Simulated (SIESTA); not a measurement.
A run of SIESTA 5.4.2 is set up as follows.

BiS.fdf

```
SystemName                      BiS
SystemLabel                     BiS
NumberOfSpecies                 2
NumberOfAtoms                   2
%block ChemicalSpeciesLabel
  1  83 Bi
  2  16 S
%endblock ChemicalSpeciesLabel

LatticeConstant                 1.0 Ang
%block LatticeVectors
     2.1092708700     1.2177881000     3.5004874800
    -2.1092708700     1.2177881000     3.5004874800
     0.0000000000    -2.4355762100     3.5004874800
%endblock LatticeVectors
AtomicCoordinatesFormat         Fractional
%block AtomicCoordinatesAndAtomicSpecies
     0.0000000000     0.0000000000     0.0000000000  1  Bi
     0.5000000000     0.5000000000     0.5000000000  2  S
%endblock AtomicCoordinatesAndAtomicSpecies

%block kgrid.MonkhorstPack
    6   0   0  0.0
    0   6   0  0.0
    0   0   6  0.0
%endblock kgrid.MonkhorstPack
XC.Functional                   GGA
XC.Authors                      PBE
PAO.BasisSize                   TZDP
PAO.EnergyShift                 0.01 Ry
Mesh.Cutoff                     750 Ry
OccupationFunction              FD
ElectronicTemperature           0.05 eV
MaxSCFIterations                120
SCF.MustConverge                false
SCF.Mixer.Method                Pulay
SCF.Mixer.Weight                0.25
SCF.Mixer.History               8
SCF.DM.Tolerance                5.0e-05
SCF.H.Tolerance                 1.0e-03 eV
WriteForces                     true
Charge.Mulliken                 end
MD.TypeOfRun                    Broyden
MD.Steps                        40
MD.MaxForceTol                  0.01 eV/Ang
MD.MaxDispl                     0.1 Ang
WriteCoorStep                   true
AtomCoorFormatOut               Fractional
MD.VariableCell                 true
MD.MaxStressTol                 0.05 GPa
%block PAO.PolarizationScheme
  Bi non-perturbative
  S non-perturbative
%endblock PAO.PolarizationScheme
```

Potentials or basis: SPMS 1.0 (PBE files) or PseudoDojo by element, TZDP (energy shift 0.01 Ry).

Launch:

```bash
$ siesta < BiS.fdf > BiS.out 2>&1
```

Problem. What does it give for the band gap on the k mesh?

Solution. None (metal or under the smearing width).

Problem. What does it give for the relaxed cell?

Solution. a = 4.229 Å, b = 4.229 Å, c = 4.229 Å, α = 60.00°, β = 60.00°, γ = 60.00°.

The path:
```
step  energy change (eV)  largest force (eV/Å)  pressure (GPa)  volume (Å³)
   1              0.0000                0.0000           -0.56        53.95
   2             -0.0002                0.0000           -0.53        53.92
   3             -0.0028                0.0000           -0.11        53.54
   4              0.0125                0.0000            3.29        50.93
   5              0.0025                0.0000           -0.35        53.76
   6              0.0028                0.0000           -0.49        53.89
   7              0.0020                0.0000            0.01        53.47
   8              0.0021                0.0000           -0.01        53.48
```

Caveat: semicore shells carry a single zeta, which can move pressures by several GPa and volumes by a few percent; spin-orbit coupling is left out, which moves the levels of the heavy elements; the basis of atomic orbitals isn't converged, which shifts pressures, moduli and gaps.
